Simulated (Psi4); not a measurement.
# quartet GaHClO: levels of theory compared

Wanted: a comparison of 3 runs (U-r2SCAN/def2-SVPD, UPBE/def2-SVPD, USVWN5/def2-SVPD) of quartet GaHClO. 

Program for the calculation: Psi4 1.11.

## 1. The molecule

The species is GaHClO (4 atoms), meant as a quartet with charge 0. As SMILES of the parent species, `[O][GaH][Cl]`. The coordinates come from a PBE0-D4/def2-TZVP relaxation. That shape belongs to the parent species and isn't relaxed for this state.

Bond lengths: O1–Ga2 1.796 Å, Ga2–Cl3 2.128 Å, Ga2–H4 1.543 Å. Angles: O1–Ga2–Cl3 112.7°, O1–Ga2–H4 122.7°, Cl3–Ga2–H4 124.6°.

## 2. Energy and gradient at U-r2SCAN/def2-SVPD (run 1)

Input file clgaho.py:

```python
import psi4

psi4.set_memory('2200 MB')
psi4.set_num_threads(1)
psi4.core.set_output_file('psi4.out', False)

mol = psi4.geometry("""
0 4
O     -1.739800    -0.117700    -0.212200
Ga     0.030900     0.144300    -0.061200
Cl     1.050700    -1.557300     0.708800
H      0.713700     1.470500    -0.455700
units angstrom
symmetry c1
""")

psi4.set_options({
    'basis': 'def2-SVPD',
    'reference': 'uks',
    'puream': True,
    'e_convergence': 1e-09,
    'd_convergence': 1e-08,
    'scf_type': 'pk',
    'dft_radial_points': 99,
    'dft_spherical_points': 590,
    'maxiter': 100,
})

e_tot, wfn = psi4.gradient('r2scan', return_wfn=True)
psi4.oeprop(wfn, 'MULLIKEN_CHARGES', 'WIBERG_LOWDIN_INDICES', 'LOWDIN_CHARGES')
print('gradient / Eh bohr^-1')
print(e_tot.np.round(6))
print(f'energy = {wfn.energy():.10f} Eh')
```

Command:

```sh
python clgaho.py
```

psi4.out:

```text
[...]
  Running in c1 symmetry.
[...]
  Nuclear repulsion =  240.936454910321658
[...]
  Multiplicity = 4
[...]
  Nalpha       = 30
  Nbeta        = 27
[...]
    Number of basis functions: 96
[...]
   @UKS iter   1: -2457.24094280181998   -2.31775e-01   2.95871e-02 ADIIS/DIIS
[...]
   @UKS iter  37: -2460.15792348189007   -3.63798e-12   7.15108e-09 DIIS
[...]
   @S^2 Observed:                3.761730181E+00
[...]
    Orbital Energies [Eh]
    ---------------------
    Alpha Occupied:
       1A   -371.998205     2A   -101.206369     3A    -45.769753
       4A    -40.503453     5A    -40.502814     6A    -40.502609
       7A    -19.135167     8A     -9.402950     9A     -7.153075
      10A     -7.145823    11A     -7.144911    12A     -5.488467
      13A     -3.755897    14A     -3.754651    15A     -3.752127
      16A     -1.029656    17A     -0.831991    18A     -0.805036
      19A     -0.798402    20A     -0.796276    21A     -0.793308
      22A     -0.773395    23A     -0.489387    24A     -0.471976
      25A     -0.433947    26A     -0.410095    27A     -0.368748
      28A     -0.332315    29A     -0.329881    30A     -0.118022
    Alpha Virtual:
[...]
  @UKS Final Energy: -2460.15792348189007
   => Energetics <=
    Nuclear Repulsion Energy =            240.9364549103216575
    One-Electron Energy =               -3901.5760552693373029
    Two-Electron Energy =                1312.5470851652435158
    DFT Exchange-Correlation Energy =    -112.0654082881178937
    Empirical Dispersion Energy =           0.0000000000000000
    VV10 Nonlocal Energy =                  0.0000000000000000
    Total Energy =                      -2460.1579234818900659
[...]
 Multipole Moments:
 ------------------------------------------------------------------------------------
     Multipole            Electronic (a.u.)      Nuclear  (a.u.)        Total (a.u.)
 ------------------------------------------------------------------------------------
 L = 1.  Multiply by 2.5417464519 to convert [e a0] to [Debye]
 Dipole X            :         -0.3366267            0.1307370           -0.2058897
 Dipole Y            :          0.8137537           -0.5616012            0.2521524
 Dipole Z            :         -0.3483721            0.2243643           -0.1240078
 Magnitude           :                                                    0.3483523
[...]
  -Total Gradient:
     Atom            X                  Y                   Z
    ------   -----------------  -----------------  -----------------
       1        0.048014562671     0.000854701276     0.006464357942
       2       -0.035844540253    -0.008059472562    -0.002249360668
       3       -0.011543902194     0.011295109772    -0.005722696410
       4       -0.000186865771    -0.004549564939     0.001738840656
[...]
  Mulliken Charges: (a.u.)
   Center  Symbol    Alpha    Beta     Spin     Total
       1     O     4.83161  3.36096  1.47066 -0.19257
       2    GA    15.75406 14.72653  1.02753  0.51941
       3    CL     8.84838  8.59427  0.25410 -0.44265
       4     H     0.56595  0.31824  0.24771  0.11581
   Total alpha = 30.00000, Total beta = 27.00000, Total charge = -0.00000
  Lowdin Charges: (a.u.)
   Center  Symbol    Alpha    Beta     Spin     Total
       1     O     4.88402  3.32753  1.55650 -0.21155
       2    GA    15.76496 14.96316  0.80181  0.27188
[...]
```

The script printed:

```text
gradient / Eh bohr^-1
[[ 0.048015  0.000855  0.006464]
 [-0.035845 -0.008059 -0.002249]
 [-0.011544  0.011295 -0.005723]
 [-0.000187 -0.00455   0.001739]]
energy = -2460.1579234819 Eh
```

Run time: 2.1 min. Hardware: 1 thread of Intel Xeon Platinum 8259CL at 2.50GHz (Skylake/Cascade Lake), shared host; peak memory 1 GiB.

## 3. Energy and gradient at UPBE/def2-SVPD (run 2)

Input file job.dat:

```
memory 2200 MB

molecule m {
  0 4
  O     -3.28774551    -0.22242076    -0.40099988
  Ga     0.05839254     0.27268748    -0.11565124
  Cl     1.98553524    -2.94287049     1.33943788
  H      1.34869754     2.77884227    -0.86114819
  units bohr
  symmetry c1
}

set {
  basis def2-SVPD
  reference uks
  puream true
  e_convergence 1e-09
  d_convergence 1e-08
  scf_type pk
  dft_radial_points 99
  dft_spherical_points 590
  maxiter 100
}

gradient("pbe")
print_variables()
```

Command:

```sh
psi4 job.dat job.out -n 1
```

job.out:

```text
[...]
  Running in c1 symmetry.
[...]
  Nuclear repulsion =  240.936455086215517
[...]
  Multiplicity = 4
[...]
  Nalpha       = 30
  Nbeta        = 27
[...]
    Number of basis functions: 96
[...]
   @UKS iter   1: -2456.63945870767930   -1.54219e-02   3.01480e-02 DIIS/ADIIS
[...]
   @UKS iter  29: -2459.67276872136563   -6.36646e-12   4.35559e-09 DIIS
[...]
   @S^2 Observed:                3.755533249E+00
[...]
    Orbital Energies [Eh]
    ---------------------
    Alpha Occupied:
       1A   -370.944147     2A   -100.692699     3A    -45.362542
       4A    -40.218022     5A    -40.217979     6A    -40.217454
       7A    -18.918176     8A     -9.224795     9A     -7.053011
      10A     -7.049379    11A     -7.044588    12A     -5.310847
      13A     -3.640083    14A     -3.638147    15A     -3.636244
      16A     -0.962529    17A     -0.808246    18A     -0.777917
      19A     -0.771961    20A     -0.769589    21A     -0.765201
      22A     -0.750165    23A     -0.464559    24A     -0.421879
      25A     -0.416481    26A     -0.386557    27A     -0.353701
      28A     -0.337754    29A     -0.319607    30A     -0.105789
    Alpha Virtual:
[...]
  @UKS Final Energy: -2459.67276872136563
   => Energetics <=
    Nuclear Repulsion Energy =            240.9364550862155170
    One-Electron Energy =               -3900.9221758958915416
    Two-Electron Energy =                1311.8251751035531925
    DFT Exchange-Correlation Energy =    -111.5122230152428529
    Empirical Dispersion Energy =           0.0000000000000000
    VV10 Nonlocal Energy =                  0.0000000000000000
    Total Energy =                      -2459.6727687213656282
[...]
 Multipole Moments:
 ------------------------------------------------------------------------------------
     Multipole            Electronic (a.u.)      Nuclear  (a.u.)        Total (a.u.)
 ------------------------------------------------------------------------------------
 L = 1.  Multiply by 2.5417464519 to convert [e a0] to [Debye]
 Dipole X            :         -0.1847613            0.1307370           -0.0540243
 Dipole Y            :          0.6201209           -0.5616012            0.0585196
 Dipole Z            :         -0.2554657            0.2243643           -0.0311014
 Magnitude           :                                                    0.0855013
[...]
  -Total Gradient:
     Atom            X                  Y                   Z
    ------   -----------------  -----------------  -----------------
       1        0.047081271606     0.004416486168     0.005011199716
       2       -0.032382311168    -0.018514420045     0.002117869187
       3       -0.013456498255     0.020709495154    -0.009470103016
       4       -0.001299450132    -0.006600065932     0.002328672291
[...]
```

Wall time 43 s (1 thread of Intel Xeon Platinum 8259CL at 2.50GHz (Skylake/Cascade Lake), shared host); peak memory 0.9 GiB.

## 4. Energy and forces at USVWN5/def2-SVPD (run 3)

Input file job.in:

```
memory 2200 MB

molecule mol {
  0 4
  O
  Ga 1 1.796336
  Cl 2 2.127988 1 112.71711
  H 2 1.542936 1 122.68972 3 179.95921
  symmetry c1
}

set {
  basis                def2-SVPD
  reference            uks
  puream               true
  e_convergence        1e-09
  d_convergence        1e-08
  scf_type             pk
  dft_radial_points    99
  dft_spherical_points 590
  maxiter              100
}

gradient('scf', dft_functional={"name": "SVWN5", "x_functionals": {"LDA_X": {}}, "c_functionals": {"LDA_C_VWN": {}}})
print_variables()
```

Command:

```sh
psi4 -n 1 job.in job.out
```

job.out:

```text
[...]
  Running in c1 symmetry.
[...]
  Nuclear repulsion =  240.936490347664119
[...]
  Multiplicity = 4
[...]
  Nalpha       = 30
  Nbeta        = 27
[...]
    Number of basis functions: 96
[...]
   @UKS iter   1: -2452.14478149255274    2.75308e-03   3.02489e-02 ADIIS/DIIS
[...]
   @UKS iter  31: -2455.18390779760057   -2.72848e-12   3.66902e-09 DIIS
[...]
   @S^2 Observed:                3.755140539E+00
[...]
    Orbital Energies [Eh]
    ---------------------
    Alpha Occupied:
       1A   -370.228585     2A   -100.335987     3A    -45.288329
       4A    -40.199303     5A    -40.198887     6A    -40.198754
       7A    -18.766303     8A     -9.195165     9A     -7.058855
      10A     -7.055667    11A     -7.050360    12A     -5.286838
      13A     -3.633542    14A     -3.631797    15A     -3.629479
      16A     -0.948327    17A     -0.817379    18A     -0.789720
      19A     -0.782931    20A     -0.780889    21A     -0.774619
      22A     -0.758978    23A     -0.470589    24A     -0.416029
      25A     -0.415422    26A     -0.392014    27A     -0.357661
      28A     -0.346394    29A     -0.327551    30A     -0.107426
    Alpha Virtual:
[...]
  @UKS Final Energy: -2455.18390779760057
   => Energetics <=
    Nuclear Repulsion Energy =            240.9364903476641189
    One-Electron Energy =               -3900.5642541178103784
    Two-Electron Energy =                1311.4083343650186180
    DFT Exchange-Correlation Energy =    -106.9644783924729126
    Empirical Dispersion Energy =           0.0000000000000000
    VV10 Nonlocal Energy =                  0.0000000000000000
    Total Energy =                      -2455.1839077976005683
[...]
 Multipole Moments:
 ------------------------------------------------------------------------------------
     Multipole            Electronic (a.u.)      Nuclear  (a.u.)        Total (a.u.)
 ------------------------------------------------------------------------------------
 L = 1.  Multiply by 2.5417464519 to convert [e a0] to [Debye]
 Dipole X            :          0.0008351            0.0009169            0.0017519
 Dipole Y            :          0.6462735           -0.6152189            0.0310546
 Dipole Z            :          0.0165010            0.0658202            0.0823212
 Magnitude           :                                                    0.0880014
[...]
  -Total Gradient:
     Atom            X                  Y                   Z
    ------   -----------------  -----------------  -----------------
       1       -0.000049407762    -0.002391821881     0.029608079532
       2        0.000157775418    -0.007981402272    -0.021679845441
       3       -0.000041923973     0.014482432847    -0.007110238500
       4       -0.000066321282    -0.004099081585    -0.000869909537
[...]
```

Wall time 33 s (1 thread of Intel Xeon Platinum 8259CL at 2.50GHz (Skylake/Cascade Lake), shared host); peak memory 0.52 GiB.

## 5. Overview of the runs

```
run               level   energy (Eh)  dipole moment (D)  HOMO energy (eV)   ⟨S²⟩  wall time
  1  U-r2SCAN/def2-SVPD  -2460.157923               0.89             -3.21  3.762    2.1 min
  2      UPBE/def2-SVPD  -2459.672769               0.22             -2.88  3.756       43 s
  3    USVWN5/def2-SVPD  -2455.183908               0.22             -2.92  3.755       33 s
```

## 6. Summary of results

| quantity | value |
| --- | --- |
| run 3: total energy | -2455.18391 Eh |
| run 3: dipole moment | 0.22 D |
| run 3: HOMO energy (highest over α and β) | -2.92 eV |
| run 3: ⟨S²⟩ | 3.755 |
| run 3: largest force on an atom | 1.527 eV/Å |

**Reading.** The dipole moment (its size) runs from 0.22 D (UPBE/def2-SVPD) to 0.89 D (U-r2SCAN/def2-SVPD). Totals of different functionals can't be ranked against each other. All runs together took 3.4 min, the longest 2.1 min.
